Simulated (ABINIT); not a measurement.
Runs of ABINIT 10.8.3 (patched build) on Ba2Tl5V3O12. The typed cell holds 22 atoms: a = 6.653 Å, b = 8.840 Å, c = 9.892 Å, α = 71.07°, β = 73.99°, γ = 70.69°. The cell was built by a generator and needn't be a form met in nature.

```tsv
task	potentials or basis	cell	cutoff (eV)	cell freedom (optcell)	cutoff smearing ecutsm (Ha)	optimiser (ionmov)	force stop (Ha/bohr)	fine-grid cutoff	gap on the mesh (eV)	pressure (GPa)	moment (μB)	largest force (eV/Å)
relaxation of cell and atoms	Ansatz PAW PBE generated set soft_1, frozen core	relaxed	435	1	0.5	2	0.0002	870.764 eV	2.90	0.0	0.00	0.01
band structure	Ansatz PAW PBE generated set soft_1, frozen core	as given	435	-	-	-	-	870.764 eV	2.90	-0.1	0.00	0.02
single point	JTH PAW PBE v2.0	as given	626	-	-	-	-	1224.51 eV	2.89	(a)	0.00	0.32
band structure	Ansatz PAW PBE generated set soft_1, frozen core	cell taken from the last step of an earlier PBE relaxation by this program, which needn't have reached its minimum	435	-	-	-	-	870.764 eV	2.90	-0.1	0.00	0.02
```

Alike in all rows: level PBE; spin collinear, ferromagnetic start; k mesh 2 × 2 × 2; smearing fermi-dirac 0.05 eV; the mesh is coarse, so values aren't converged.

Question: Estimate the missing entries.

Answer: (a) 0.6.

Caveats: all runs use coarse meshes; the atomic spheres overlap; spin-orbit coupling is left out, which as a rule narrows the gap of such compounds by several tenths of an eV; this set's barium file shifts pressures by 1.5 GPa and gaps by 0.1 eV against other sets (some runs).

A k mesh can miss the band edges, and the runs leave out spin-orbit coupling on Ba, Tl.
